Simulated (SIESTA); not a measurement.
Runs of SIESTA 5.4.2 on Ge3Pd. Symmetry: Pm-3m, No. 221, cubic system. Conventional cell: a = 4.142 Å, b = 4.142 Å, c = 4.142 Å, α = 90.00°, β = 90.00°, γ = 90.00°. Pd (site symmetry m-3m) has 12 Ge at 2.93 Å as nearest neighbours. Around Ge (site symmetry 4/mmm) lie 4 Pd at 2.93 Å and 8 Ge at 2.93 Å. The cell comes from a database or a generator and needn't be the stable form of this composition.

```tsv
task	level	potentials or basis	U	cell	k mesh	hubbard projector method	U from the first cycle	broadening (eV)	window from (eV)	window to (eV)	gap on the mesh (eV)	pressure (GPa)
density of states	PBEsol+U	PseudoDojo 0.4 standard (PBEsol files), DZP (energy shift 0.003 Ry; two zetas on semicore shells)	Pd d U = 2 eV	as given	5 × 5 × 5	1	yes	0.2 eV	-10 eV	10 eV	none	(a)
single point	PBE	PseudoDojo 0.4 standard (PBE files), DZP (energy shift 0.003 Ry; two zetas on semicore shells)	-	as given	7 × 7 × 7	-	-	-	-	-	none	1.5
single point	PBE	PseudoDojo 0.4 standard (PBE files), DZP (energy shift 0.003 Ry; two zetas on semicore shells)	-	atoms moved at random, drawn with an rms of 0.05 Å	7 × 7 × 7	-	-	-	-	-	none	1.4
density of states	PBEsol	PseudoDojo 0.4 standard (PBEsol files), DZP (energy shift 0.003 Ry; two zetas on semicore shells)	-	as given	5 × 5 × 5	1	yes	0.2 eV	-10 eV	10 eV	none	-3.4
density of states	PBEsol+U	PseudoDojo 0.4 standard (PBEsol files), DZP (energy shift 0.003 Ry; two zetas on semicore shells)	Pd d U = 6 eV	as given	5 × 5 × 5	1	yes	0.2 eV	-10 eV	10 eV	none	-4.1
density of states	PBEsol+U	PseudoDojo 0.4 standard (PBEsol files), DZP (energy shift 0.003 Ry; two zetas on semicore shells)	Pd d U = 4 eV	as given	5 × 5 × 5	1	yes	0.2 eV	-10 eV	10 eV	none	-3.9
band structure	PBE	PseudoDojo 0.4 standard (PBE files), DZP (energy shift 0.003 Ry; two zetas on semicore shells)	-	as given	7 × 7 × 7	-	-	-	-	-	none	1.5
```

Alike in all rows: no spin polarisation; smearing fermi-dirac 0.05 eV; grid cutoff 800 Ry; energy shift 0.003 Ry.

**Question.** Fill in the values left out.

**Answer.** (a) -3.7.

Caveats: the basis of atomic orbitals isn't converged, which shifts pressures, moduli and gaps; U without spin polarisation on a metal has little footing (some runs); the U is typed as a test and isn't derived for this compound (some runs).

A k mesh can miss the band edges, and the runs leave out spin-orbit coupling on Ge, Pd.

A gap of «none» marks a metal or a gap under the smearing width.
